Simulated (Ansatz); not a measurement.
# ScSi+ (triplet): geometry optimisation

Aim: relax a generated start of ScSi+ (triplet) and see which bonds hold.

Program: Ansatz 0.2.0, Gaussian basis. Level of theory: UKS PBE0/def2-TZVP. These are calculated values, not measurements.

**1. Starting geometry**

2 atoms, charge 1, spin multiplicity 3.

Atoms are counted from 1 here; the program's logs count them from 0.

Bond lengths: Sc1–Si2 2.560 Å.

Coordinates:

```
Sc    0.0000    0.0000    0.0000
Si    0.0000    0.0000    2.5600
```

The start is set by covalent radii. Sticks and bond lists go by distance. 

**2. Relaxation**

The input, in.yaml:

```yaml
crystal:
  periodic: [false, false, false]
  atoms:
    - {symbol: Sc, position_ang: [0.000000, 0.000000, 0.000000]}
    - {symbol: Si, position_ang: [0.000000, 0.000000, 2.560000]}
basis:
  gaussian: {orbitals: def2-TZVP}
total_charge: 1
magnetization: {spin_polarized: true, initial_magnetization: 2}
hamiltonian: {xc: pbe0}
relax: {f_tol: 0.004, max_steps: 80}
```

On the command line:

```sh
$ ansatz run in.yaml --threads 1 --pin off --events-out ev --progress --plain --max-ram 2176MiB
```

What does the calculation give? Wanted: energy gained; shift from the start; total energy; ⟨S²⟩.

**Answer**, as computed:

| quantity | value |
| --- | --- |
| steps | 4 |
| energy gained | 0.016 eV |
| shift from the start (rms) | 0.032 Å |
| total energy | -28558.7853 eV |
| ⟨S²⟩ | 2.023 |

What this shows: The bonds of the start are those of the end. Sc1–Si2 went from 2.560 to 2.495 Å. No vibrations were run, so this is a stationary point, not a proven minimum, and this spin need not be the ground state's.
